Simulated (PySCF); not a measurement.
# [MoO3Cl]-: geometry, NMR shifts and electronic excitations

What NMR shifts and electronic excitations should [MoO3Cl]- (`[O]=[Mo-](=[O])(=[O])[Cl]`) show?

The runs use PySCF 2.14.0, with density-fitted response routines of our own; the level of theory stands in each step. All values are computed, except where a source is named. Atoms count from 0, in the outputs and in this text.

### Step 1. Starting geometry

5 atoms, charge -1, multiplicity 1; geometry from: GFN2-xTB.

Bonds of the start (Å): Mo0–O1 1.66, Mo0–O2 1.66, Mo0–O3 1.66, Mo0–Cl4 2.24.

### Step 2. Optimising the geometry at PBE0-D3(BJ)/def2-SVP

What the job is given:

```
{"job": {"xc": "PBE0", "basis": "def2-SVP", "d3": "d3bj", "grid": 1, "maxiter": 40, "kind": "geom"}, "charge": -1, "multiplicity": 1}
Mo     0.098230     0.170100     0.070430
O      0.028480     0.014320     1.717240
O      1.621950     0.043250    -0.564570
O     -0.793190     1.426520    -0.536030
Cl    -0.955480    -1.654180    -0.687080
```

On the command line:

```
$ OMP_NUM_THREADS=1 python probes_run.py task.json out
```

The driver reads the jobs from task.json and runs them one after another.

Output:

```text
step   0  E = -753.60207871  max force = 0.078755
step   1  E = -753.62078459  max force = 0.024953
step   2  E = -753.62306566  max force = 0.004807
step   3  E = -753.62313971  max force = 0.000716
step   4  E = -753.62315449  max force = 0.001823
step   5  E = -753.62309663  max force = 0.005006
step   6  E = -753.62316723  max force = 0.003191
step   7  E = -753.62321810  max force = 0.001336
step   8  E = -753.62322734  max force = 0.000431
step   9  E = -753.62322412  max force = 0.000322
step  10  E = -753.62322637  max force = 0.000285
optimisation converged
```

Wall time 44 s (1 thread, shared host).

The steps of the relaxation: (the energy doesn't fall at every step)

```csv
step,energy from step 0 (eV),largest force component (eV/Å)
0,0.0000,4.0497
1,-0.5090,1.2831
2,-0.5711,0.2472
3,-0.5731,0.0368
4,-0.5735,0.0937
5,-0.5719,0.2574
6,-0.5738,0.1641
7,-0.5752,0.0687
8,-0.5755,0.0222
9,-0.5754,0.0166
10,-0.5755,0.0147
```

Close pairs (by a distance rule), those that changed most:

| bond | before (Å) | after (Å) | change (Å) |
| --- | --- | --- | --- |
| Mo0–Cl4 | 2.239 | 2.354 | +0.115 |
| Mo0–O2 | 1.656 | 1.710 | +0.055 |
| Mo0–O1 | 1.656 | 1.710 | +0.055 |
| Mo0–O3 | 1.656 | 1.710 | +0.055 |

The final coordinates are the input of the step that follows.

| at the end point | value |
| --- | --- |
| point group (found at 0.08 Å tolerance) | C3v |
| rotational constants (GHz, main isotopes) | 4.026, 1.988, 1.988 |

### Step 3. Shielding tensors: PBE0/def2-TZVP+pcSseg-1

What the job is given:

```
{"job": {"kind": "nmr", "xc": "PBE0", "basis": {"default": "pcSseg-1", "Mo": "def2-TZVP"}}, "charge": -1, "multiplicity": 1}
Mo     0.058233     0.107868     0.061752
O     -0.040287    -0.104574     1.755842
O      1.695644     0.221118    -0.419695
O     -0.784175     1.522747    -0.399827
Cl    -0.929424    -1.747149    -0.998082
```

Method: GIAO PBE0/pcSseg-1 Mo:def2-TZVP NMR shielding, scalar relativity only through core potentials, gas phase.

Output:

```text
coarse grid: 30032 points
cycle   1  E = -753.4751449443  dE = -6.291e+00  |g| = 1.580e+00  |ddm| = 3.923e+00
cycle   2  E = -750.0174990048  dE =  3.458e+00  |g| = 4.571e+00  |ddm| = 2.938e+00
cycle   3  E = -753.8497851398  dE = -3.832e+00  |g| = 6.122e-01  |ddm| = 2.404e+00
cycle   4  E = -753.9256784883  dE = -7.589e-02  |g| = 1.730e-01  |ddm| = 6.055e-01
cycle   5  E = -753.9315838022  dE = -5.905e-03  |g| = 6.083e-02  |ddm| = 1.671e-01
cycle   6  E = -753.9324724094  dE = -8.886e-04  |g| = 8.698e-03  |ddm| = 5.716e-02
cycle   7  E = -753.9324769300  dE = -4.521e-06  |g| = 7.315e-03  |ddm| = 7.295e-03
cycle   8  E = -753.9324867654  dE = -9.835e-06  |g| = 1.772e-03  |ddm| = 4.365e-03
final grid: 59776 points
cycle   9  E = -753.9323988010  dE =  4.755e-06  |g| = 5.306e-03  |ddm| = 3.578e-03
cycle  10  E = -753.9323481206  dE =  5.068e-05  |g| = 1.704e-02  |ddm| = 1.099e-02
cycle  11  E = -753.9324042231  dE = -5.610e-05  |g| = 1.935e-04  |ddm| = 8.408e-03
cycle  12  E = -753.9324042295  dE = -6.423e-09  |g| = 9.105e-05  |ddm| = 1.848e-04
cycle  13  E = -753.9324042310  dE = -1.434e-09  |g| = 2.126e-05  |ddm| = 4.931e-05
cycle  14  E = -753.9324042310  dE = -8.549e-11  |g| = 2.868e-06  |ddm| = 1.301e-05
converged SCF energy = -753.9324042310

GIAO shielding tensors (ppm)
atom      isotropic    diamagn.    paramagn.     s11        s22        s33       span
  0 Mo         nan         nan         nan        nan        nan        nan        nan
  1 O     -559.906     403.607    -963.513  -1102.788   -350.999   -225.932    876.856
  2 O     -560.129     403.607    -963.737  -1104.032   -350.939   -225.417    878.615
  3 O     -560.184     403.601    -963.785  -1104.166   -350.586   -225.801    878.365
  4 Cl     954.972    1149.675    -194.703    953.832    954.910    956.173      2.341
```

Run time: 11 s. Hardware: 1 thread, shared host.

The references, computed at this level on geometries of the same kind, shield at (ppm): ¹⁷O H2O 334.6, ³⁵Cl HCl 943. Their shielding less the atom's gives the shift. The references are single molecules in the gas phase, so shifts against H2O, NH3, PH3, H3PO4 or CFCl3 are not on the usual liquid scales and can be off by tens of ppm. Atoms listed in one row are averaged.

```
     atoms            environment  σ (ppm)  δ (ppm)
O1, O2, O3    oxygen bonded to Mo   -560.1    894.6
       Cl4  chlorine bonded to Mo      955      -12
```

Atoms past Kr carry core potentials, so their printed shieldings have no meaning and are left out of the table.

The run also stored atomic charges by several schemes (e):

| atoms | Mulliken | ESP fit |
| --- | --- | --- |
| Mo0 | 1.28 | 1.21 |
| O1, O2, O3 | -0.59 | -0.59 |
| Cl4 | -0.50 | -0.44 |

Mayer bond orders: Mo0–O1 1.81, Mo0–O2 1.81, Mo0–O3 1.81, Mo0–Cl4 0.74.

With diffuse functions Mulliken charges and Mayer bond orders lose their meaning; the other schemes are steadier.

Orbitals, density, ELF and potential are computed afterwards from the orbital file.

Frontier orbitals at PBE0/def2-TZVP+pcSseg-1, with the share of their density that lies nearest to each atom:

```csv
orbital,energy (eV),lies on
HOMO,-3.57,"O1, O2, O3 about 33 % each"
LUMO,3.37,"Mo0 56 %; O2, O3 about 16 % each; O1 7 %"
```

ELF in a plane through or near 2 of the atoms.

Values, 10 rows by 14 columns:
```
0.00 0.00 0.00 0.00 0.00 0.00 0.00 0.00 0.00 0.00 0.00 0.00 0.00 0.00
0.00 0.00 0.00 0.00 0.00 0.04 0.08 0.03 0.00 0.00 0.00 0.00 0.00 0.00
0.00 0.00 0.00 0.00 0.26 0.62 0.75 0.48 0.04 0.00 0.02 0.00 0.00 0.00
0.00 0.00 0.00 0.02 0.44 0.80 0.72 0.68 0.09 0.31 0.59 0.42 0.08 0.00
0.00 0.00 0.00 0.01 0.18 0.30 0.45 0.64 0.15 0.82 0.73 0.83 0.34 0.01
0.00 0.00 0.00 0.01 0.05 0.07 0.81 0.55 0.25 0.65 0.66 0.85 0.40 0.02
0.00 0.00 0.00 0.00 0.07 0.23 0.20 0.13 0.09 0.70 0.85 0.69 0.22 0.00
0.00 0.00 0.00 0.00 0.03 0.14 0.23 0.11 0.02 0.13 0.25 0.13 0.00 0.00
0.00 0.00 0.00 0.00 0.00 0.00 0.01 0.00 0.00 0.00 0.00 0.00 0.00 0.00
0.00 0.00 0.00 0.00 0.00 0.00 0.00 0.00 0.00 0.00 0.00 0.00 0.00 0.00
```
The map spans 9.6 Å across and 8.3 Å up, centred on the molecule. Atoms in the plane (x, y in Å): Mo0 (-0.1, 0.0), Cl4 (2.2, 0.0).

On the surface of density 0.002 e/bohr³ the electrostatic potential runs, from the 1st to the 99th percentile, from -5.21 V near O1 to -3.45 V near Mo0.

### Step 4. TDDFT and polarisability: PBE0/def2-SVPD

What the job is given:

```
{"job": {"kind": "uv", "xc": "PBE0", "basis": "def2-SVPD", "ip": false, "nstates": 10}, "charge": -1, "multiplicity": 1}
Mo     0.058233     0.107868     0.061752
O     -0.040287    -0.104574     1.755842
O      1.695644     0.221118    -0.419695
O     -0.784175     1.522747    -0.399827
Cl    -0.929424    -1.747149    -0.998082
```

With the program's defaults for keys left out, this is: TDDFT PBE0/def2-SVPD, vertical, gas phase, core orbitals frozen in the response.

Output:

```text
coarse grid: 30032 points
cycle   1  E = -753.1475668279  dE = -7.406e+00  |g| = 1.599e+00  |ddm| = 3.863e+00
cycle   2  E = -748.9868755002  dE =  4.161e+00  |g| = 4.723e+00  |ddm| = 4.394e+00
cycle   3  E = -753.5674713767  dE = -4.581e+00  |g| = 5.708e-01  |ddm| = 3.852e+00
cycle   4  E = -753.6424950642  dE = -7.502e-02  |g| = 1.720e-01  |ddm| = 9.225e-01
cycle   5  E = -753.6493333651  dE = -6.838e-03  |g| = 6.018e-02  |ddm| = 2.517e-01
cycle   6  E = -753.6503628558  dE = -1.029e-03  |g| = 7.938e-03  |ddm| = 7.817e-02
cycle   7  E = -753.6503620586  dE =  7.971e-07  |g| = 8.346e-03  |ddm| = 1.016e-02
cycle   8  E = -753.6503758035  dE = -1.374e-05  |g| = 1.524e-03  |ddm| = 6.371e-03
cycle   9  E = -753.6503762778  dE = -4.743e-07  |g| = 2.698e-04  |ddm| = 1.547e-03
final grid: 59776 points
cycle  10  E = -753.6502461122  dE = -6.098e-09  |g| = 4.669e-04  |ddm| = 1.111e-03
cycle  11  E = -753.6502458045  dE =  3.077e-07  |g| = 1.342e-03  |ddm| = 1.241e-03
cycle  12  E = -753.6502461515  dE = -3.470e-07  |g| = 1.363e-04  |ddm| = 9.752e-04
cycle  13  E = -753.6502461555  dE = -4.043e-09  |g| = 1.052e-05  |ddm| = 1.534e-04
cycle  14  E = -753.6502461555  dE = -2.524e-11  |g| = 5.102e-06  |ddm| = 1.866e-05
converged SCF energy = -753.6502461555

Static polarisability (au): isotropic 67.934, principal 65.820 65.844 72.139

Singlet excitations
state   eV       nm        f      main configurations
  1   4.8480    255.7   0.00044   H->L 0.68, H-1->L 0.12, H-2->L+1 0.12
  2   4.8503    255.6   0.00044   H->L+1 0.67, H-2->L 0.13, H-1->L+1 0.13
  3   5.1653    240.0   0.00000   H-2->L 0.43, H-1->L+1 0.43
  4   5.1787    239.4   0.00974   H-1->L 0.46, H-2->L+1 0.46
  5   5.3436    232.0   0.00534   H-1->L+1 0.24, H-2->L 0.24, H->L+1 0.17
  6   5.3457    231.9   0.00539   H-2->L+1 0.25, H-1->L 0.24, H->L 0.17
  7   5.4571    227.2   0.00000   H->L+2 0.80, H->L+3 0.10
  8   5.6589    219.1   0.00000   H-1->L+2 0.46, H-3->L 0.32, H-2->L+2 0.11
  9   5.6597    219.1   0.00000   H-2->L+2 0.46, H-3->L+1 0.31, H-1->L+2 0.11
 10   6.1768    200.7   0.00032   H-3->L+2 0.86, H-3->L+3 0.10

Triplet excitations (Tamm-Dancoff, eV): 4.5167 4.5189 4.5746 4.5812
```

Wall time 15 s (1 thread, shared host).

The orbitals next to the gap, with their largest atomic shares:

```csv
orbital,eV,atoms
HOMO−3,-4.52,"O2 29 %, O1 29 %, O3 29 %"
HOMO−2,-4.00,"O1 36 %, O2 30 %, O3 23 %"
HOMO−1,-4.00,"O3 36 %, O2 28 %, O1 24 %"
HOMO,-3.83,"O2 33 %, O3 32 %, O1 32 %"
LUMO,3.00,"Mo0 56 %, O3 17 %, O2 14 %"
LUMO+1,3.01,"Mo0 56 %, O1 19 %, O2 10 %"
LUMO+2,3.29,"Mo0 53 %, Cl4 27 %, O2 7 %"
```

With each of the 10 states as a Gaussian band of 0.4 eV half-width at 1/e, the curve within the window shown has maxima at 235 nm (ε 810) L/(mol cm). Beyond the last state computed it falls off for lack of states. The curve at chosen wavelengths:

```
 nm  ε (L/mol/cm)
191             8
195            12
199            17
203            27
207            53
211           108
215           205
219           343
223           505
227           656
231           764
235           806
239           778
243           694
247           578
251           452
255           336
259           239
263           163
267           108
271            70
275            44
279            28
283            17
287            10
291             6
```

Leading natural transition orbitals of singlet state 4: the hole lies on O2, O3 about 35 % each; O1 26 %; the particle on Mo0 56 %; O2, O3 about 15 % each; O1 7 %.

Leading natural transition orbitals of singlet state 1: the hole lies on O2, O3 about 45 % each; O1 9 %; the particle on Mo0 56 %; O2, O3 about 16 % each; O1 7 %.

Further results of this job:

| property | computed |
| --- | --- |
| polarisability (Å³) | 10.07 |
| HOMO–LUMO gap (eV) | 6.84 |
| −ε(HOMO) (eV) | 3.83 |

### Step 5. Shielding tensors: B3LYP/def2-TZVP+pcSseg-1

What the job is given:

```
{"job": {"kind": "nmr", "xc": "B3LYP", "basis": {"default": "pcSseg-1", "Mo": "def2-TZVP"}, "pop": false}, "charge": -1, "multiplicity": 1}
Mo     0.058233     0.107868     0.061752
O     -0.040287    -0.104574     1.755842
O      1.695644     0.221118    -0.419695
O     -0.784175     1.522747    -0.399827
Cl    -0.929424    -1.747149    -0.998082
```

Level: GIAO B3LYP/pcSseg-1 Mo:def2-TZVP NMR shielding, scalar relativity only through core potentials, gas phase.

Output:

```text
coarse grid: 30032 points
cycle   1  E = -753.8502680505  dE = -6.163e+00  |g| = 1.715e+00  |ddm| = 3.900e+00
cycle   2  E = -747.3242543990  dE =  6.526e+00  |g| = 5.603e+00  |ddm| = 5.295e+00
cycle   3  E = -754.2768686313  dE = -6.953e+00  |g| = 6.845e-01  |ddm| = 5.040e+00
cycle   4  E = -754.3674404827  dE = -9.057e-02  |g| = 2.515e-01  |ddm| = 7.047e-01
cycle   5  E = -754.3796832707  dE = -1.224e-02  |g| = 1.022e-01  |ddm| = 2.745e-01
cycle   6  E = -754.3823301668  dE = -2.647e-03  |g| = 1.874e-02  |ddm| = 9.818e-02
cycle   7  E = -754.3823124628  dE =  1.770e-05  |g| = 2.115e-02  |ddm| = 1.704e-02
cycle   8  E = -754.3823958528  dE = -8.339e-05  |g| = 4.032e-03  |ddm| = 1.112e-02
cycle   9  E = -754.3823987957  dE = -2.943e-06  |g| = 4.813e-04  |ddm| = 1.905e-03
final grid: 59776 points
cycle  10  E = -754.3822756992  dE =  1.653e-07  |g| = 1.278e-03  |ddm| = 1.147e-03
cycle  11  E = -754.3822725240  dE =  3.175e-06  |g| = 4.384e-03  |ddm| = 2.501e-03
cycle  12  E = -754.3822759919  dE = -3.468e-06  |g| = 1.253e-04  |ddm| = 1.953e-03
cycle  13  E = -754.3822759959  dE = -4.004e-09  |g| = 2.753e-05  |ddm| = 1.359e-04
cycle  14  E = -754.3822759961  dE = -1.746e-10  |g| = 5.915e-06  |ddm| = 2.681e-05
converged SCF energy = -754.3822759961

GIAO shielding tensors (ppm)
atom      isotropic    diamagn.    paramagn.     s11        s22        s33       span
  0 Mo         nan         nan         nan        nan        nan        nan        nan
  1 O     -560.078     404.865    -964.943  -1094.331   -357.682   -228.221    866.110
  2 O     -560.316     404.864    -965.180  -1095.591   -357.651   -227.708    867.883
  3 O     -560.352     404.858    -965.210  -1095.675   -357.266   -228.116    867.559
  4 Cl     938.782    1150.109    -211.327    936.087    937.203    943.055      6.967
```

Wall time 7.2 s (1 thread, shared host).

Key values: δ O1 894.3, Cl4 -8 ppm (means over like atoms).

### Step 6. Comparing the runs: NMR shifts

Shifts (ppm), means over like atoms, with basis size and wall time:

```csv
run,O1,Cl4,functions,time
PBE0/def2-TZVP+pcSseg-1,894.6,-12,115,11 s
B3LYP/def2-TZVP+pcSseg-1,894.3,-8,115,7.2 s
```

### Step 7. Summary of results

| quantity | value |
| --- | --- |
| point group | C3v |
| rotational constants (main isotopes) | 4.03, 1.99, 1.99 GHz |
| ¹⁷O shifts against H2O (PBE0/def2-TZVP+pcSseg-1, means over atoms taken as alike) | 894.6 ppm |
| ³⁵Cl shifts against HCl (PBE0/def2-TZVP+pcSseg-1) | -12 ppm |
| lowest singlet (PBE0/def2-SVPD) | 4.85 eV (256 nm), f = 0.000 |
| brightest single state of those computed | state 4, 5.18 eV, f = 0.010 |
| lowest triplet | 4.52 eV |
| range of the shift of Cl4 | -12 to -8 ppm |

What this shows: Relaxing lowered the energy by 0.575 eV in 10 steps; the close pair that moved most is Mo0–Cl4, from 2.239 to 2.354 Å. At PBE0/def2-TZVP+pcSseg-1: The widest tensor belongs to O1, O2, O3: span 878 ppm, with a paramagnetic part of -964 ppm. The first singlet state (HOMO→LUMO 0.68, HOMO−1→LUMO 0.12) lies at 4.85 eV and is dark; of the 10 states computed, the strongest absorption comes from states 5 to 6 together at 5.35 eV. The lowest triplet lies 0.33 eV below the lowest singlet (triplets in Tamm-Dancoff, singlets in full TDDFT). The lowest singlet lies above −ε(HOMO); no detachment energy was computed, so the anion's states may not be bound. In ppm, Cl4 moves most: its shift spreads over 3 ppm, from -12 (PBE0/def2-TZVP+pcSseg-1) to -8 (B3LYP/def2-TZVP+pcSseg-1). Spin-orbit coupling is left out, which matters for shieldings and couplings at and beside the heavy atoms.
